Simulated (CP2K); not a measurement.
**doublet [Te2]+: a chain of runs**

We compute energy and gradient (doublet [Te2]+, UPBE/SZV-MOLOPT-SR-GTH), then energy and forces (triplet Te2, UPBE/DZVP-MOLOPT-SR-GTH), then energy and forces (doublet [Te2]+, UPBE/DZVP-MOLOPT-SR-GTH), then energy and forces (triplet Te2, UPBE/DZVP-MOLOPT-PBE-GTH), then energy and forces (doublet [Te2]+, UPBE/DZVP-MOLOPT-PBE-GTH), then energy and gradient (triplet Te2, UPBE/TZVP-MOLOPT-PBE-GTH), then energy and forces (doublet [Te2]+, UPBE/TZVP-MOLOPT-PBE-GTH) of Te2. 

The calculation is run with CP2K 2026.2.

1 further run of the same task is left out (set aside as unsound or not needed).

## (1) Starting point

[Te2]+ has 2 atoms, charge +1, and is taken as a doublet. As SMILES of the parent species, `[Te]=[Te]`. The shape comes from GFN2-xTB, which is rough for such elements, and wasn't checked as a minimum. That shape belongs to the parent species and isn't relaxed for this state.

Bond lengths: Te1–Te2 2.603 Å.

## (2) Energy and gradient at UPBE/SZV-MOLOPT-SR-GTH (core potential) (run 1)

File mol.inp:

```
&GLOBAL
    PROJECT mol
    RUN_TYPE ENERGY_FORCE
    PRINT_LEVEL MEDIUM
&END GLOBAL

&FORCE_EVAL
    METHOD Quickstep
    &DFT
        BASIS_SET_FILE_NAME BASIS_MOLOPT
        POTENTIAL_FILE_NAME GTH_POTENTIALS
        CHARGE 1
        MULTIPLICITY 2
        UNRESTRICTED_KOHN_SHAM T
        &QS
            METHOD GPW
            EPS_DEFAULT 1.0E-10
        &END QS
        &MGRID
            CUTOFF 400
            REL_CUTOFF 50
            NGRIDS 4
        &END MGRID
        &POISSON
            PERIODIC NONE
            POISSON_SOLVER WAVELET
        &END POISSON
        &SCF
            SCF_GUESS ATOMIC
            EPS_SCF 1.0E-06
            MAX_SCF 30
            &OT
                MINIMIZER DIIS
                PRECONDITIONER FULL_ALL
            &END OT
            &OUTER_SCF
                EPS_SCF 1.0E-06
                MAX_SCF 10
            &END OUTER_SCF
        &END SCF
        &XC
            &XC_FUNCTIONAL
                &GGA_X_PBE
                &END GGA_X_PBE
                &GGA_C_PBE
                &END GGA_C_PBE
            &END XC_FUNCTIONAL
        &END XC
        &PRINT
            &MOMENTS
                PERIODIC F
                REFERENCE COM
                MAX_MOMENT 1
            &END MOMENTS
            &MO_CUBES
                NLUMO 3
                NHOMO -1
                WRITE_CUBE F
            &END MO_CUBES
            &HIRSHFELD OFF
            &END HIRSHFELD
        &END PRINT
    &END DFT
    &SUBSYS
        &CELL
            ABC 10.8 10.8 10.8
            PERIODIC NONE
        &END CELL
        &COORD
            Te     5.400000     5.400000     4.098715
            Te     5.400000     5.400000     6.701285
        &END COORD
        &KIND Te
            BASIS_SET SZV-MOLOPT-SR-GTH-q6
            POTENTIAL GTH-PBE-q6
        &END KIND
    &END SUBSYS
    &PRINT
        &FORCES ON
        &END FORCES
    &END PRINT
&END FORCE_EVAL
```

Launch:

```
$ OMP_NUM_THREADS=2 cp2k.psmp -i mol.inp > mol.out 2>&1
```

Log:

```text
CP2K| version string:                                       CP2K version 2026.2
[...]
 GLOBAL| Method name                                                        CP2K
[...]
 GLOBAL| Run type                                                   ENERGY_FORCE
[...]
 DFT| Spin unrestricted (spin-polarized) Kohn-Sham calculation               UKS
 DFT| Multiplicity                                                             2
[...]
 DFT| Charge                                                                   1
[...]
 FUNCTIONAL| GGA_X_PBE:
[...]
 FUNCTIONAL| GGA_C_PBE:
[...]
 QS| Method:                                                                 GPW
[...]
 QS| Density cutoff [a.u.]:                                                200.0
[...]
 QS| Relative density cutoff [a.u.]:                                        25.0
[...]
                             - Atoms:                                          2
[...]
                             - Spherical basis functions:                      8
[...]
 Number of electrons:                                                          6
[...]
     1 OT DIIS     0.15E+00    3.0     0.11779591       -15.7724738919 -1.58E+01
[...]
    23 OT DIIS     0.15E+00    2.8     0.00000089       -15.9290119102 -5.79E-11
  *** SCF run converged in    23 steps ***
[...]
  Overlap energy of the core charge distribution:               0.00000001072872
  Self energy of the core charge distribution:                -35.32317392646822
  Core Hamiltonian energy:                                      6.87958462742401
  Hartree energy:                                              15.75607060683266
  Exchange-correlation energy:                                 -3.24149322867823
  Total energy:                                               -15.92901191016107
[...]
 ENERGY| Total FORCE_EVAL ( QS ) energy [hartree]            -15.929011910205382
[...]
```

Run time: 67 s. Hardware: 2 threads of Arm Neoverse V1, shared host; peak memory 1.2 GiB.

## (3) Triplet neutral Te2: energy and forces at UPBE/DZVP-MOLOPT-SR-GTH (core potential) (run 2)

File job.inp:

```
&GLOBAL
    PROJECT_NAME job
    RUN_TYPE ENERGY_FORCE
    PRINT_LEVEL MEDIUM
&END
&FORCE_EVAL
    METHOD QUICKSTEP
    &DFT
        BASIS_SET_FILE_NAME BASIS_MOLOPT
        POTENTIAL_FILE_NAME GTH_POTENTIALS
        CHARGE 0
        MULTIPLICITY 3
        UNRESTRICTED_KOHN_SHAM T
        ! Quickstep
        &QS
            METHOD GPW
            EPS_DEFAULT 1.0E-10
        &END
        ! plane-wave cutoff in Ry
        &MGRID
            CUTOFF 400
            REL_CUTOFF 50
            NGRIDS 4
        &END
        ! no periodic images
        &POISSON
            PERIODIC NONE
            POISSON_SOLVER WAVELET
        &END
        &SCF
            SCF_GUESS ATOMIC
            EPS_SCF 1.0E-06
            MAX_SCF 100
            ADDED_MOS 5
            &DIAGONALIZATION
                ALGORITHM STANDARD
            &END
            &MIXING
                METHOD BROYDEN_MIXING
                ALPHA 0.3
                NBUFFER 4
            &END
        &END
        ! functional
        &XC
            &XC_FUNCTIONAL
                &GGA_X_PBE
                &END
                &GGA_C_PBE
                &END
            &END
        &END
        &PRINT
            &MOMENTS
                PERIODIC F
                REFERENCE COM
                MAX_MOMENT 1
            &END
            &MO ON
                ENERGIES T
                OCCUPATION_NUMBERS T
                NDIGITS 6
                &EACH
                    QS_SCF 0
                &END
                ADD_LAST NUMERIC
            &END
            &HIRSHFELD OFF
            &END
        &END
    &END
    ! atoms, cell and kinds
    &SUBSYS
        ! vacuum box
        &CELL
            ABC [angstrom] 10.8 10.8 10.8
            PERIODIC NONE
        &END
        &COORD
            Te     5.400000     5.400000     4.098715
            Te     5.400000     5.400000     6.701285
        &END
        &KIND Te
            BASIS_SET DZVP-MOLOPT-SR-GTH-q6
            POTENTIAL GTH-PBE-q6
        &END
    &END
    &PRINT
        &FORCES ON
        &END
    &END
&END
```

Launch:

```
$ OMP_NUM_THREADS=2 cp2k.psmp -i job.inp > job.out 2>&1
```

Log:

```text
CP2K| version string:                                       CP2K version 2026.2
[...]
 GLOBAL| Method name                                                        CP2K
[...]
 GLOBAL| Run type                                                   ENERGY_FORCE
[...]
 DFT| Spin unrestricted (spin-polarized) Kohn-Sham calculation               UKS
 DFT| Multiplicity                                                             3
[...]
 DFT| Charge                                                                   0
[...]
 FUNCTIONAL| GGA_X_PBE:
[...]
 FUNCTIONAL| GGA_C_PBE:
[...]
 QS| Method:                                                                 GPW
[...]
 QS| Density cutoff [a.u.]:                                                200.0
[...]
 QS| Relative density cutoff [a.u.]:                                        25.0
[...]
                             - Atoms:                                          2
[...]
                             - Spherical basis functions:                     26
[...]
 Number of electrons:                                                          7
[...]
     1 NoMix/Diag. 0.30E+00    2.9     0.38724915       -16.2480112194 -1.62E+01
[...]
    17 Broy./Diag. 0.30E+00    3.2     0.00000074       -16.2695017129 -2.92E-06
  *** SCF run converged in    17 steps ***
[...]
  Overlap energy of the core charge distribution:               0.00000001072872
  Self energy of the core charge distribution:                -35.32317392646822
  Core Hamiltonian energy:                                      7.13401829441265
  Hartree energy:                                              15.44050844952288
  Exchange-correlation energy:                                 -3.52085454113461
  Total energy:                                               -16.26950171293858
[...]
 ENERGY| Total FORCE_EVAL ( QS ) energy [hartree]            -16.269499372158279
[...]
```

It took 56 s on 2 threads of Arm Neoverse V1, shared host; peak memory 2.1 GiB.

Runs 3 to 6 aren't shown in full; the table further down has their settings and results.

## (4) Energy and gradient at UPBE/TZVP-MOLOPT-PBE-GTH (core potential) (run 7)

File mol.inp:

```
&GLOBAL
  PROJECT mol
  RUN_TYPE ENERGY_FORCE
  PRINT_LEVEL MEDIUM
&END GLOBAL
&FORCE_EVAL
  METHOD QS
  &DFT
    BASIS_SET_FILE_NAME BASIS_MOLOPT_UZH
    POTENTIAL_FILE_NAME POTENTIAL_UZH
    CHARGE 1
    MULTIPLICITY 2
    LSD T
    &QS
      METHOD GPW
      EPS_DEFAULT 1.0E-10
    &END QS
    &MGRID
      CUTOFF 400
      REL_CUTOFF 50
      NGRIDS 4
    &END MGRID
    &POISSON
      PERIODIC NONE
      POISSON_SOLVER WAVELET
    &END POISSON
    &SCF
      SCF_GUESS ATOMIC
      EPS_SCF 1.0E-06
      MAX_SCF 30
      &OT
        MINIMIZER DIIS
        PRECONDITIONER FULL_ALL
      &END OT
      &OUTER_SCF
        EPS_SCF 1.0E-06
        MAX_SCF 10
      &END OUTER_SCF
    &END SCF
    &XC
      &XC_FUNCTIONAL
        &GGA_X_PBE
        &END GGA_X_PBE
        &GGA_C_PBE
        &END GGA_C_PBE
      &END XC_FUNCTIONAL
    &END XC
    &PRINT
      &MOMENTS
        PERIODIC F
        REFERENCE COM
        MAX_MOMENT 1
      &END MOMENTS
      &MO_CUBES
        NLUMO 3
        NHOMO -1
        WRITE_CUBE F
      &END MO_CUBES
      &HIRSHFELD OFF
      &END HIRSHFELD
    &END PRINT
  &END DFT
  &SUBSYS
    &CELL
      ABC 10.8 10.8 10.8
      PERIODIC NONE
    &END CELL
    &COORD
      Te     5.400000     5.400000     4.098715
      Te     5.400000     5.400000     6.701285
    &END COORD
    &KIND Te
      BASIS_SET TZVP-MOLOPT-PBE-GTH-q6
      POTENTIAL GTH-PBE-q6
    &END KIND
  &END SUBSYS
  &PRINT
    &FORCES ON
    &END FORCES
  &END PRINT
&END FORCE_EVAL
```

Launch:

```
$ OMP_NUM_THREADS=2 cp2k.psmp -i mol.inp -o mol.out
```

Log:

```text
CP2K| version string:                                       CP2K version 2026.2
[...]
 GLOBAL| Method name                                                        CP2K
[...]
 GLOBAL| Run type                                                   ENERGY_FORCE
[...]
 DFT| Spin unrestricted (spin-polarized) Kohn-Sham calculation               UKS
 DFT| Multiplicity                                                             2
[...]
 DFT| Charge                                                                   1
[...]
 FUNCTIONAL| GGA_X_PBE:
[...]
 FUNCTIONAL| GGA_C_PBE:
[...]
 QS| Method:                                                                 GPW
[...]
 QS| Density cutoff [a.u.]:                                                200.0
[...]
 QS| Relative density cutoff [a.u.]:                                        25.0
[...]
                             - Atoms:                                          2
[...]
                             - Spherical basis functions:                     34
[...]
 Number of electrons:                                                          6
[...]
     1 OT DIIS     0.15E+00    3.1     0.14605929       -15.3733903136 -1.54E+01
[...]
    10 OT DIIS     0.15E+00    2.7     0.00000063       -15.9696769551 -5.87E-10
  *** SCF run converged in    10 steps ***
[...]
  Overlap energy of the core charge distribution:               0.00000001072845
  Self energy of the core charge distribution:                -35.32319799104004
  Core Hamiltonian energy:                                      6.81722423838917
  Hartree energy:                                              15.77922614497386
  Exchange-correlation energy:                                 -3.24292935816327
  Total energy:                                               -15.96967695511183
[...]
 ENERGY| Total FORCE_EVAL ( QS ) energy [hartree]            -15.969676955161965
[...]
```

Run time: 1.9 min. Hardware: 2 threads of Arm Neoverse V1, shared host; peak memory 1.2 GiB.

## (5) The series

```csv
run,level,iteration cap,solver,partner,energy (Eh),HOMO energy (eV),⟨S²⟩,largest force (eV/Å),wall time
1,UPBE/SZV-MOLOPT-SR-GTH (core potential),30,OT,cation,-15.929012,-11.25,0.750,1.207,67 s
2,UPBE/DZVP-MOLOPT-SR-GTH (core potential),100,DIAG,base,-16.269499,-5.27,2.003,0.037,56 s
3,UPBE/DZVP-MOLOPT-SR-GTH (core potential),30,OT,cation,-15.967611,-11.15,0.752,1.070,1.9 min
4,UPBE/DZVP-MOLOPT-PBE-GTH (core potential),100,DIAG,base,-16.258348,-4.60,2.002,0.193,51 s
5,UPBE/DZVP-MOLOPT-PBE-GTH (core potential),30,OT,cation,-15.965504,-11.26,0.751,0.830,1.9 min
6,UPBE/TZVP-MOLOPT-PBE-GTH (core potential),100,DIAG,base,-16.272542,-5.29,2.003,0.055,55 s
7,UPBE/TZVP-MOLOPT-PBE-GTH (core potential),30,OT,cation,-15.969677,-11.17,0.751,1.119,1.9 min
```

## (6) Results

| quantity | value |
| --- | --- |
| run 7, UPBE/TZVP-MOLOPT-PBE-GTH: total energy | -15.96968 Eh |
| run 7, UPBE/TZVP-MOLOPT-PBE-GTH: HOMO energy (highest over α and β) | -11.17 eV |
| run 7, UPBE/TZVP-MOLOPT-PBE-GTH: ⟨S²⟩ | 0.751 |
| run 7, UPBE/TZVP-MOLOPT-PBE-GTH: largest force on an atom | 1.119 eV/Å |

In run 1 the basis is minimal, so the values are rough. All runs together took 9.5 min, the longest 1.9 min.
